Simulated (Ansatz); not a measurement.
**NiPtF6 (database structure): how the settings move a single-point run**

Question: which choices in the input matter for NiPtF6 (database structure)?

Computed with Ansatz 0.2.0 (reference: DFT r2SCAN, plane waves, PAW, scalar-relativistic, collinear spin, unless a step's input says otherwise).

## 1. The system as given

It takes space group R-3 (No. 148, trigonal). The conventional cell has a = 4.904 Å, b = 4.904 Å, c = 13.608 Å, α = 90.00°, β = 90.00°, γ = 120.00°. Ni (site symmetry -3) is surrounded by 6 F at 1.95 Å. F (site symmetry 1) has 1 Pt at 1.89 Å and 1 Ni at 1.95 Å as nearest neighbours. Pt (site symmetry -3) has 6 F at 1.89 Å as nearest neighbours.

Coordinates:

```xyz
8
Lattice="2.4520 1.4157 4.5360 -2.4520 1.4157 4.5360 0.0000 -2.8314 4.5360" Properties=species:S:1:pos:R:3 pbc="T T T"
Ni    0.0000    0.0000    6.8040
F    -0.9440   -1.2670    7.9426
F     1.5693   -0.1840    7.9426
F    -0.6253    1.4511    7.9426
F     0.9440    1.2670    5.6655
F    -1.5693    0.1840    5.6655
F     0.6253   -1.4511    5.6655
Pt    0.0000    0.0000    0.0000
```

## 2. Baseline

File input.yaml:

```yaml
crystal:
  lattice:
    - [2.45204073, 1.41568795, 4.53602666]
    - [-2.45204073, 1.41568795, 4.53602666]
    - [0.0, -2.83137591, 4.53602666]
  atoms:
    - { symbol: Ni, position: [0.5, 0.5, 0.5], spin: 1.7 }
    - { symbol: F, position: [0.242, 0.627, 0.882] }
    - { symbol: F, position: [0.882, 0.242, 0.627] }
    - { symbol: F, position: [0.627, 0.882, 0.242] }
    - { symbol: F, position: [0.758, 0.373, 0.118] }
    - { symbol: F, position: [0.118, 0.758, 0.373] }
    - { symbol: F, position: [0.373, 0.118, 0.758] }
    - { symbol: Pt, position: [0.0, 0.0, 0.0] }
kpoints:
  mp_grid: { grid: [5, 5, 5], shift: [0, 0, 0] }
magnetization:
  spin_polarized: true
scf:
  occupations: { method: fermi_dirac }
hamiltonian:
  pseudopotentials: { kind: paw }
  xc: r2scan
basis:
  ecutwfc: 500
output:
  forces: true
  stress: true
  eigenvalues: true
```

Command:

```
$ ansatz run input.yaml --threads 1 --pin off --max-ram 2560MiB --backend cpu --events-out ev --progress --plain --runs-dir out
```

Standard output (excerpt; [...] marks lines left out):

```text
Warning: crystal.lattice misses the space group found at crystal.symmetry.tolerance 1.0e-5 in a digit that the deck types, which is why this is a warning: making the lattice exact moves one of its numbers by a whole unit of that number's last typed decimal, or more. The operation that it [...]
Warning: RAYON_NUM_THREADS=1 ignored (pool sized by the plan → 1); use --threads N
[...]
Pseudopotentials: kind: paw
Pseudopotential: Ni, paw, valence charge 18, recommended cutoff 500 eV (meta_gga), Ni.paw.azcp
Pseudopotential: F, paw, valence charge 7, recommended cutoff 500 eV (meta_gga), F.paw.azcp
Pseudopotential: Pt, paw, valence charge 18, recommended cutoff 500 eV (meta_gga), Pt.paw.azcp
Functional definition: r2SCAN
[...]
Crystal: 8 atoms, lattice volume = 94.476 Å³
[...]
Spin contamination: 0.0066 ħ² per cell (⟨S²⟩ above its minimum at these occupations)
[...]
Free energy (F): -23237.511904 eV
[...]
E sigma→0 (E₀):  -23237.511900 eV
Entropy (-TS):   -0.000008 eV (-0.001 meV/atom)
Fermi energy:    7.012809 eV
[...]
--- Forces (eV/Å), atoms counted from 1 ---
  atom   1  Ni     0.00000000     0.00000000     0.00000000
  atom   2  F      1.14361832    -0.23533642    -0.64149528
  atom   3  F     -0.36800184     1.10807073    -0.64149528
  atom   4  F     -0.77561648    -0.87273430    -0.64149528
  atom   5  F     -1.14361832     0.23533642     0.64149528
  atom   6  F      0.36800184    -1.10807073     0.64149528
  atom   7  F      0.77561648     0.87273430     0.64149528
  atom   8  Pt     0.00000000     0.00000000     0.00000000
[...]
--- Stress (GPa, compression-positive) ---
       12.513921       0.000751       0.000000
       -0.000751      12.513921       0.000000
       -0.000000       0.000000      11.790414
  P = ⅓ Tr σ = 12.2728 GPa (122.728 kbar)
--- Band table (eV; the first three rows and the last of 46) ---
[...]
```

Wall time 43 s (1 thread of Intel Xeon Platinum 8488C (Sapphire Rapids), shared host); peak memory 0.86 GiB.

## 3. Changed: xc pbesol, ecutwfc 33.1 Ry

input.yaml: that of step 2 with these lines changed.

```diff
@@ -22,5 +22,5 @@
   pseudopotentials: { kind: paw }
-  xc: r2scan
+  xc: pbesol
 basis:
-  ecutwfc: 500
+  ecutwfc: "33.1 Ry"
 output:
```

Command:

```
$ ansatz run input.yaml --threads 1 --pin off --max-ram 2560MiB --backend cpu --events-out ev --progress --plain --runs-dir out
```

Standard output:

```text
Warning: crystal.lattice misses the space group found at crystal.symmetry.tolerance 1.0e-5 in a digit that the deck types, which is why this is a warning: making the lattice exact moves one of its numbers by a whole unit of that number's last typed decimal, or more. The operation that it misses by the most changes a squared length by the fraction 1.93e-6. The run uses the lattice that is a stretch of the typed one, with no rotation, onto the one that keeps every operation to a double's rounding (on a very oblique basis the stretch itself rounds by more); the deck's lattice vector that moved farthest moved by 1.58e-6 Å. To run the lattice as typed, set crystal.symmetry.tolerance under 1.93e-6, the least fraction by which an operation that the lattice misses changes a squared length (the same key also sets how far an atom may lie from its image, so lowering it can lose operations that the atoms keep only within it), or set crystal.symmetry.detect: false (a key that needs symmetry detection or time reversal refuses this as the deck is read). crystal.lattice made exact, in Å and degrees: [[2.452042096418646, 1.4156871627649334, 4.5360266605201645], [-2.452042096418646, 1.4156871627649334, 4.5360266605201645], [0.0, -2.8313743305298655, 4.536026658959672]]. Pasted over the deck's crystal.lattice, beside positions in fractional coordinates, it runs the same cell (given as lengths and angles, that cell in the form's own orientation, a rigid turn of the misfit's size from the one run here, for which a checkpoint.post_process_only pass over this run's state can be refused: where this run relaxes nothing, give such a pass this deck's own crystal.lattice, as typed; behind a relaxation, as crystal.lattice, the state's own cell, identity.cell in its checkpoint.json), and a matrix so pasted ends this notice, except on a very skew basis of the lattice, where the rounding of the pasted numbers themselves can read as a misfit: the cell is then moved again, and that move is told again. The lattice as run is in this notice's lattice.as_run_ang field (Run.prep()["deck_notices"] in Python, the deck_notice line of an events file, deck_notices of ansatz run --dry-run=json, or deck_notices in record.json in the deck's checkpoint.write directory).
Warning: RAYON_NUM_THREADS=1 ignored (pool sized by the plan → 1); use --threads N
Engine: ansatz 0.2.0, x86_64-unknown-linux-gnu
Pseudopotentials: kind: paw
Pseudopotential: Ni, paw, valence charge 18, recommended cutoff 420 eV (normal), Ni.paw.azcp
Pseudopotential: F, paw, valence charge 7, recommended cutoff 420 eV (normal), F.paw.azcp
Pseudopotential: Pt, paw, valence charge 18, recommended cutoff 420 eV (normal), Pt.paw.azcp
Functional definition: PBEsol
  exchange = pbesol_x
  correlation = pbesol_c
Crystal: 8 atoms, lattice volume = 94.476 Å³
Basis set: ecut = 450.3484423711014 eV, 2073 PW (Γ), exchange–correlation on 80×80×80 points (8 copies of the dense FFT grid, shifted against one another)
Bands: 48, of which v1, the nominal top of the filled ones, is band 39 counted from 1 (38 counted from 0)
Symmetry: 6 space group operations
Space group: R-3 (ITA 148), of the structure as read, at distance tolerance 4.6e-5 Å
Magnetic group: BNS 148.17 (UNI 1247), of the structure as read, at distance tolerance 4.6e-5 Å
k-points: 23 of 125
Non-local potential: Ni, projectors of the file, l = 0: 3, l = 1: 2, l = 2: 3, l = 3: 1
Non-local potential: F, projectors of the file, l = 0: 2, l = 1: 2, l = 2: 1
Non-local potential: Pt, projectors of the file, l = 0: 3, l = 1: 2, l = 2: 2, l = 3: 1
PAW form: soft (Blöchl's): semilocal exchange-correlation on the pseudo side does not see the compensation charge
PAW frozen core: Ni, regenerated for the run's functional, and the local potential with it (the file was generated under x = pbe(κ = 0.804, μ = 0.2195149727645171), c = pbe(β = 0.06672455060314922))
PAW frozen core: F, regenerated for the run's functional, and the local potential with it (the file was generated under x = pbe(κ = 0.804, μ = 0.2195149727645171), c = pbe(β = 0.06672455060314922))
PAW frozen core: Pt, regenerated for the run's functional, and the local potential with it (the file was generated under x = pbe(κ = 0.804, μ = 0.2195149727645171), c = pbe(β = 0.06672455060314922))
PAW one-centre angular grid: Ni, 590 points (default); XC on 64 Gauss nodes
PAW one-centre angular grid: F, 110 points (default); XC on 64 Gauss nodes
PAW one-centre angular grid: Pt, 590 points (default); XC on 64 Gauss nodes
Initial density: superposition of atomic densities (chi_scale 0.1, normalization cell, long waves kept (reshape's long-wave potential 0.04 eV rms))
Starting moments: Σ|m| = 1.7 μB on 1 of 8 sites
Initial wavefunctions: pseudopotential atomic-orbital guess
Functional: x = pbesol(κ = 0.804, μ = 0.12345679012345678), c = pbesol(β = 0.046)
SCF iter   1: F=—  HF=-22993.688420 eV  |F-HF|=—  |Δ(HF+E_count)|=         —  Δρ=2.52e-1 (↑1.06e-1 ↓2.52e-1)  dr2=9.89e1  dr2_m=5.64e0  M=0.042 μB ∫|m|=0.090 μB  β_m=0.30  ethr=3.10e-3  ⟨swp⟩=6.1  Hψ=9035  notcnv=0  defer=2
Mixer restart at iter 1: flushing history
preconditioner: auto → Kerker (q_TF=auto, 2.643 Å⁻¹)  [metal: Δε(μ)=0.001 eV  Ē_g=15.142 eV  σ=0.100 eV  W_gap=0.00  n_scr=26 (ndim 8)  ℏωp=30.1 eV  f_vac=0.132  D(μ)=8.39/eV (n_scr^D=106)]
spin=Collinear: Kerker preconditioning applied to the charge; magnetization (m = ρ↑ − ρ↓) channel mixes plain (no charge-response kernel on spin).
SCF iter   2: F=—  HF=-22988.453275 eV  |F-HF|=—  |Δ(HF+E_count)|=    5.24e0  Δρ=5.72e-2 (↑4.89e-2 ↓5.72e-2)  dr2=7.06e0  dr2_m=4.09e-1  M=1.884 μB ∫|m|=1.891 μB  β_m=0.31  ethr=3.10e-3  ⟨swp⟩=4.0  Hψ=5895  notcnv=0  defer=139
preconditioner: auto → Resta (q_TF=auto, 2.643 Å⁻¹)  ε∞=4.8  [insulator: Δε(μ)=0.448 eV  Ē_g=15.403 eV  σ=0.100 eV  W_gap=0.80  n_scr=26 (ndim 8)  ℏωp=30.1 eV  f_vac=0.127  D(μ)=1.35/eV (n_scr^D=8)  ε∞_Penn≈4.8]
spin=Collinear: Resta preconditioning applied to the charge; magnetization (m = ρ↑ − ρ↓) channel mixes plain (no charge-response kernel on spin).
SCF iter   3: F=—  HF=-22986.837925 eV  |F-HF|=—  |Δ(HF+E_count)|=    1.62e0  Δρ=3.84e-2 (↑3.50e-2 ↓3.84e-2)  dr2=2.81e0  dr2_m=3.17e-1  M=1.963 μB ∫|m|=1.981 μB  β_m=0.55  ethr=3.10e-3  ⟨swp⟩=2.5  Hψ=3268  notcnv=0  defer=94
SCF iter   4: F=—  HF=-22985.966745 eV  |F-HF|=—  |Δ(HF+E_count)|=   8.71e-1  Δρ=3.32e-2 (↑9.56e-3 ↓3.32e-2)  dr2=8.16e-1  dr2_m=1.65e-1  M=2.000 μB ∫|m|=2.057 μB  β_m=0.60  ethr=3.10e-3  ⟨swp⟩=3.5  Hψ=4236  notcnv=0  defer=94
SCF iter   5: F=—  HF=-22986.129694 eV  |F-HF|=—  |Δ(HF+E_count)|=   1.63e-1  Δρ=2.25e-2 (↑5.02e-3 ↓2.25e-2)  dr2=3.43e-1  dr2_m=9.21e-2  M=2.000 μB ∫|m|=2.060 μB  β_m=0.78  ethr=1.05e-3  ⟨swp⟩=2.7  Hψ=3191  notcnv=0  defer=68
SCF iter   6: F=—  HF=-22986.162950 eV  |F-HF|=—  |Δ(HF+E_count)|=   3.33e-2  Δρ=5.08e-3 (↑3.87e-3 ↓5.08e-3)  dr2=7.83e-3  dr2_m=1.40e-2  M=2.000 μB ∫|m|=2.057 μB  β_m=0.89  ethr=4.40e-4  ⟨swp⟩=2.1  Hψ=3475  notcnv=0  defer=68
SCF iter   7: F=—  HF=-22986.164412 eV  |F-HF|=—  |Δ(HF+E_count)|=   1.46e-3  Δρ=2.13e-3 (↑2.13e-3 ↓8.96e-4)  dr2=2.40e-3  dr2_m=1.22e-3  M=2.000 μB ∫|m|=2.066 μB  β_m=0.77  ethr=1.00e-5  ⟨swp⟩=2.0  Hψ=3977  notcnv=0  defer=68
SCF iter   8: F=—  HF=-22986.162559 eV  |F-HF|=—  |Δ(HF+E_count)|=   1.85e-3  Δρ=5.45e-4 (↑3.41e-4 ↓5.45e-4)  dr2=1.65e-4  dr2_m=1.42e-4  M=2.000 μB ∫|m|=2.064 μB  β_m=0.89  ethr=3.07e-6  ⟨swp⟩=2.0  Hψ=4084  notcnv=0  defer=68
SCF iter   9: F=—  HF=-22986.162644 eV  |F-HF|=—  |Δ(HF+E_count)|=   8.46e-5  Δρ=6.62e-5 (↑6.62e-5 ↓6.48e-5)  dr2=6.13e-6  dr2_m=1.43e-6  M=2.000 μB ∫|m|=2.066 μB  β_m=0.94  ethr=2.12e-7  ⟨swp⟩=2.0  Hψ=3228  notcnv=0  defer=68
SCF iter  10: F=—  HF=-22986.162653 eV  |F-HF|=—  |Δ(HF+E_count)|=   9.95e-6  Δρ=2.05e-5 (↑1.78e-5 ↓2.05e-5)  dr2=1.27e-6  dr2_m=4.42e-8  M=2.000 μB ∫|m|=2.066 μB  β_m=0.97  ethr=7.85e-9  ⟨swp⟩=2.0  Hψ=3233  notcnv=0  defer=68
SCF iter  11: F=—  HF=-22986.162655 eV  |F-HF|=—  |Δ(HF+E_count)|=   1.29e-6  Δρ=1.04e-5 (↑5.54e-6 ↓1.04e-5)  dr2=2.01e-7  dr2_m=1.86e-8  M=2.000 μB ∫|m|=2.066 μB  β_m=0.99  ethr=1.62e-9  ⟨swp⟩=2.0  Hψ=3344  notcnv=0  defer=68
SCF iter  12: F=—  HF=-22986.162655 eV  |F-HF|=—  |Δ(HF+E_count)|=   1.36e-7  Δρ=8.94e-6 (↑2.70e-6 ↓8.94e-6)  dr2=1.21e-7  dr2_m=1.16e-8  M=2.000 μB ∫|m|=2.066 μB  β_m=0.91  ethr=2.58e-10  ⟨swp⟩=2.0  Hψ=3337  notcnv=0  defer=68
SCF iter  13: F=-22986.162655 eV  HF=-22986.162655 eV  |F-HF|=5.46e-10  |Δ(HF+E_count)|=   1.22e-8  Δρ=1.24e-6 (↑8.56e-7 ↓1.24e-6)  dr2=2.59e-9  dr2_m=1.89e-10  M=2.000 μB ∫|m|=2.066 μB  ethr=1.28e-10  ⟨swp⟩=11.0  Hψ=8107  notcnv=0
SCF 1 converged in 13 iterations: F = -22986.162655 eV  dr2 = 2.59e-9
SCF converged after 13 iterations
Magnetization: 1.9999 μB (39.9999 up, 38.0001 down)
Absolute magnetization: 2.0664 μB (∫|ρ↑−ρ↓|, with the PAW one-centre terms)
Spin contamination: 0.0086 ħ² per cell (⟨S²⟩ above its minimum at these occupations)
Per-site moments (μB) at R_I (Å): [(1.5723116799768169, 0.8033562428300424), (0.04682108773059936, 0.7796011729488987), (0.04682108773059919, 0.7796011729488987), (0.046821087730599176, 0.7796011729488985), (0.04682108773059933, 0.7796011729488987), (0.04682108773059925, 0.7796011729488986), (0.04682108773059917, 0.7796011729488985), (0.058137536324427586, 0.7796011729488985)]
Free energy (F): -22986.162655 eV
Harris-Foulkes:  -22986.162655 eV  (|F-HF|=5.46e-10)
Internal energy: -22986.158975 eV  (E = F + TS)
E sigma→0 (E₀):  -22986.160815 eV
Entropy (-TS):   -0.003680 eV (-0.460 meV/atom)
Fermi energy:    7.034803 eV
--- Per-component energies (eV) ---
  E_band       = -1094.839762
  E_kinetic    = 2144.649172
  E_local      = -11102.460942  (includes V_loc(G=0)·N_el)
  E_nonlocal   = 1294.355160
  E_hartree    = 4394.924817
  E_xc         = -808.396980
  E_vxc        = -1009.447454  (∫ρ·V_xc dr)
  E_paw        = -12075.987353  (= ΣΔE_a)
  E_vpaw       = -1211.795348  (= ΣTr[D̂ρ^β])
  E_aug_tail   = 0.011960  (compensation charges beyond the density's cutoff)
  E_ewald      = -6833.993735
  E_core_change = 0.738926  (= ΣΔE_core)
  E_smearing   = -0.003680  (= −TS)
  E_closure    = 0.000000  (closes the sum)
  Σ components = -22986.162655   (vs F -22986.162655, Δ=0.00e0)
--- Forces (eV/Å), atoms counted from 1 ---
  atom   1  Ni     0.00000000     0.00000000     0.00000000
  atom   2  F      1.19846224    -0.15292124    -0.71898903
  atom   3  F     -0.46679744     1.11435936    -0.71898903
  atom   4  F     -0.73166480    -0.96143812    -0.71898903
  atom   5  F     -1.19846224     0.15292124     0.71898903
  atom   6  F      0.46679744    -1.11435936     0.71898903
  atom   7  F      0.73166480     0.96143812     0.71898903
  atom   8  Pt     0.00000000     0.00000000     0.00000000
  max |Σ_I F_I| component: 1.11e-16 eV/Å
--- Stress (GPa, compression-positive) ---
       11.952154      -0.000009      -0.000000
        0.000009      11.952154       0.000000
        0.000000       0.000000      11.047482
  P = ⅓ Tr σ = 11.6506 GPa (116.506 kbar)
--- Band table (eV; the first three rows and the last of 46) ---
  k-point 0 ↑: bands = ["-97.3229", "-93.4037", "-57.8631", "-57.8444", "-57.8444", "-47.6612", "-47.5777", "-47.5777", "-17.6593", "-16.9166", "-16.9166", "-16.6632", "-16.5351", "-16.5351", "-1.9364", "-1.9364", "-1.8556", "-0.5467", "-0.4399", "-0.4399", "0.2431", "0.2431", "0.5252", "2.0755", "2.2718", "2.6150", "2.6150", "2.8746", "2.8757", "2.8757", "3.0440", "3.0440", "4.0992", "4.0992", "4.5137", "4.9250", "4.9250", "5.9686", "6.1850", "6.1850", "9.4905", "9.4905", "11.0632", "17.3027", "18.2510", "18.7617", "18.9129", "18.9129"]
  k-point 1 ↑: bands = ["-97.3229", "-93.4037", "-57.8631", "-57.8444", "-57.8444", "-47.6612", "-47.5777", "-47.5777", "-17.5689", "-16.9344", "-16.9207", "-16.6703", "-16.6057", "-16.5427", "-1.8839", "-1.8616", "-1.6984", "-0.4914", "-0.4151", "-0.3211", "0.0681", "0.2350", "0.4100", "1.9356", "2.1230", "2.2067", "2.5751", "2.7041", "2.7903", "2.8837", "2.9689", "3.0533", "4.3746", "4.4829", "4.7516", "5.1069", "5.1397", "5.8647", "6.0408", "6.0856", "9.2690", "9.3193", "11.7113", "17.1368", "17.6850", "18.1499", "18.5515", "19.0533"]
  k-point 2 ↑: bands = ["-97.3229", "-93.4037", "-57.8631", "-57.8444", "-57.8444", "-47.6612", "-47.5778", "-47.5777", "-17.3569", "-16.9588", "-16.9266", "-16.8640", "-16.6102", "-16.5531", "-1.8159", "-1.7295", "-1.3316", "-0.5418", "-0.2406", "-0.0755", "-0.0045", "0.1313", "0.2336", "1.2030", "1.5795", "1.7683", "2.6220", "2.7446", "2.8349", "2.8871", "2.9406", "3.0720", "4.9149", "4.9812", "5.1286", "5.3682", "5.4800", "5.5847", "5.7887", "5.8585", "8.8474", "9.0290", "13.2907", "15.2326", "17.4957", "17.9995", "18.4853", "18.8550"]
  k-point 22 ↓: bands = ["-95.2719", "-93.3571", "-55.8566", "-55.8566", "-55.8377", "-47.6085", "-47.5203", "-47.5203", "-17.2206", "-16.9977", "-16.8230", "-16.7138", "-16.5038", "-16.4617", "-1.9877", "-1.7375", "-1.0377", "-0.1764", "-0.0474", "0.0099", "0.2938", "0.5196", "0.6883", "1.6473", "1.7947", "1.9184", "2.3729", "2.4997", "2.7703", "2.9508", "2.9998", "3.0711", "5.4502", "5.5950", "5.6198", "6.1885", "6.2657", "6.3241", "7.8475", "7.9714", "9.0422", "9.0641", "13.9320", "14.6523", "17.3969", "18.4161", "18.5568", "20.0543"]
```

Wall time 18 s (1 thread of Intel Xeon Platinum 8488C (Sapphire Rapids), shared host); peak memory 0.57 GiB.

A change of functional puts the total energy on another scale; the pressure goes from 12.3 to 11.7 GPa and the largest force goes from 1.33 to 1.41 eV/Å. The cutoff changed too. Cost: 13 SCF cycles against 18, 18 s against 43 s.

[end of part 1 of 3]
